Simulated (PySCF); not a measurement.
**B(NH3)Cl3 (BCl3H3N): electronic structure in real space**

Aim: take B(NH3)Cl3 (BCl3H3N) and analyse its density (charges, bond critical points, surface potential) and localise its valence orbitals.

Program: PySCF 2.14.0. Level of theory: levels as typed in each script, gas phase, geometry from GFN2-xTB. These are calculated values, not measurements.

**1. Where the work starts**

8 atoms, charge 0, spin multiplicity 1.

Bond lengths: B1–N2 1.655 Å, B1–Cl6 1.822 Å, B1–Cl7 1.822 Å, B1–Cl8 1.822 Å, N2–H3 1.020 Å, N2–H4 1.022 Å, N2–H5 1.023 Å. Angles: N2–B1–Cl6 104.5°, N2–B1–Cl7 104.4°, N2–B1–Cl8 104.4°, Cl6–B1–Cl7 114.0°, Cl6–B1–Cl8 114.0°, Cl7–B1–Cl8 114.0°, B1–N2–H3 109.4°, B1–N2–H4 109.3°, B1–N2–H5 109.3°, H3–N2–H4 109.7°, H3–N2–H5 109.6°, H4–N2–H5 109.5°.

Geometry (Å):

| atom | x (Å) | y (Å) | z (Å) |
| --- | --- | --- | --- |
| B1 | 0.0001 | -0.0001 | -0.0845 |
| N2 | -0.0030 | 0.0000 | -1.7393 |
| H3 | -0.8441 | 0.4673 | -2.0771 |
| H4 | 0.0157 | -0.9637 | -2.0777 |
| H5 | 0.8250 | 0.4964 | -2.0782 |
| Cl6 | 1.5216 | -0.8946 | 0.3683 |
| Cl7 | -1.5348 | -0.8700 | 0.3702 |
| Cl8 | 0.0147 | 1.7646 | 0.3692 |

**2. Density, bond paths and surface potential (wB97X/def2-tzvp)**

Contents of input.py:

```python
import numpy as np
from pyscf import gto, scf, dft
from pyscf.scf import atom_ks, atom_hf
from scipy.linalg import block_diag

def solve(mol, dm0=None, hcore=None):
    mf = (dft.UKS if mol.spin else dft.RKS)(mol, xc='wb97x')
    mf.grids.level = 3
    mf = mf.density_fit(auxbasis='def2-universal-jkfit')
    mf.conv_tol, mf.max_cycle = 1e-8, 80
    if hcore is not None:
        mf.get_hcore = lambda *args: hcore
    mf.kernel(dm0)
    if not mf.converged:
        mf = mf.newton().run(mf.mo_coeff, mf.mo_occ, max_cycle=30)
    assert mf.converged, 'SCF not converged'
    return mf

mol = gto.M(atom='''
B      0.00007    -0.00012    -0.08446
N     -0.00298     0.00000    -1.73929
H     -0.84408     0.46726    -2.07712
H      0.01573    -0.96366    -2.07767
H      0.82504     0.49642    -2.07819
Cl     1.52156    -0.89459     0.36825
Cl    -1.53483    -0.86999     0.37021
Cl     0.01467     1.76461     0.36921
''', basis='def2-tzvp', charge=0, spin=0, verbose=4)
mf = solve(mol)
mf.analyze()
# spherically averaged free atoms, for the promolecule
atm = atom_ks.get_atm_nrks(mol, xc='wb97x')
pro = block_diag(*[(atm[a[0]][2] * atm[a[0]][3]) @ atm[a[0]][2].T for a in mol._atom])
np.savez('result.npz', e=mf.e_tot, c=mf.mo_coeff, occ=mf.mo_occ, eps=mf.mo_energy, pro=pro, dip=mf.dip_moment(verbose=0), s2=mf.spin_square()[0])
```

Command:

```console
$ OMP_NUM_THREADS=1 python input.py
```

**4. Localised orbitals (PBE0/def2-svpd)**

Contents of input.py:

```python
import numpy as np
from pyscf import gto, scf, dft, lo
from pyscf.data.elements import chemcore

def solve(mol, dm0=None, hcore=None):
    mf = (dft.UKS if mol.spin else dft.RKS)(mol, xc='pbe0')
    mf.grids.level = 3
    mf = mf.density_fit(auxbasis='def2-universal-jkfit')
    mf.conv_tol, mf.max_cycle = 1e-8, 80
    if hcore is not None:
        mf.get_hcore = lambda *args: hcore
    mf.kernel(dm0)
    if not mf.converged:
        mf = mf.newton().run(mf.mo_coeff, mf.mo_occ, max_cycle=30)
    assert mf.converged, 'SCF not converged'
    return mf

mol = gto.M(atom='''
B      0.00007    -0.00012    -0.08446
N     -0.00298     0.00000    -1.73929
H     -0.84408     0.46726    -2.07712
H      0.01573    -0.96366    -2.07767
H      0.82504     0.49642    -2.07819
Cl     1.52156    -0.89459     0.36825
Cl    -1.53483    -0.86999     0.37021
Cl     0.01467     1.76461     0.36921
''', basis='def2-svpd', charge=0, spin=0, verbose=4)
mf = solve(mol)
occ_all = mf.mo_coeff[:, mf.mo_occ > 0]
occ = occ_all[:, chemcore(mol):]
pm = lo.PM(mol, occ, pop_method='meta_lowdin')
loc = pm.kernel()
for _ in range(5):
    new, stable = pm.stability_jacobi(return_status=True)
    if stable:
        break
    loc = pm.kernel(new)
fock, s = mf.get_fock(), mf.get_ovlp()
ortho = lo.orth_ao(mol, 'meta_lowdin')
labels = mol.ao_labels(fmt=None)
vir = loc[:, :0]
both = np.hstack([loc, vir])
p = (ortho.T @ s @ both) ** 2
pop = np.array([p[[l[0] == a for l in labels]].sum(0) for a in range(mol.natm)])
spd = np.array([[p[[l[0] == a and l[2][-1] == k for l in labels]].sum(0) for k in 'spd'] for a in range(mol.natm)])
eps = np.einsum('pi,pq,qi->i', both, fock, both)
for i in np.argsort(eps):
    top = np.argsort(-pop[:, i])[:3]
    print('%3d %s %9.4f Eh ' % (i + 1, 'occ' if i < loc.shape[1] else 'vir', eps[i]), '  '.join('%s%d %.3f' % (mol.atom_symbol(a), a + 1, pop[a, i]) for a in top))
np.savez('result.npz', c=both, nocc=loc.shape[1], pop=pop, spd=spd, eps=eps, e=mf.e_tot)
```

(Steps that only read results are left out.)

Q: Predict the outcome of this session. Wanted: dipole moment; HOMO, LUMO.

**Answer**, as computed:

| quantity | value |
| --- | --- |
| dipole moment (wB97X/def2-tzvp) | 6.14 D |
| HOMO, LUMO (wB97X/def2-tzvp) | -10.49, 1.81 eV |
| localised occupied orbitals above −45 eV (PBE0/def2-svpd) | 16 |

What this shows: At wB97X/def2-tzvp: The highest Hirshfeld charge is on H3, H4 and H5 (+0.17 e), the lowest on Cl6, Cl7 and Cl8 (−0.16 e). All values hold at the given geometry, in the gas phase.
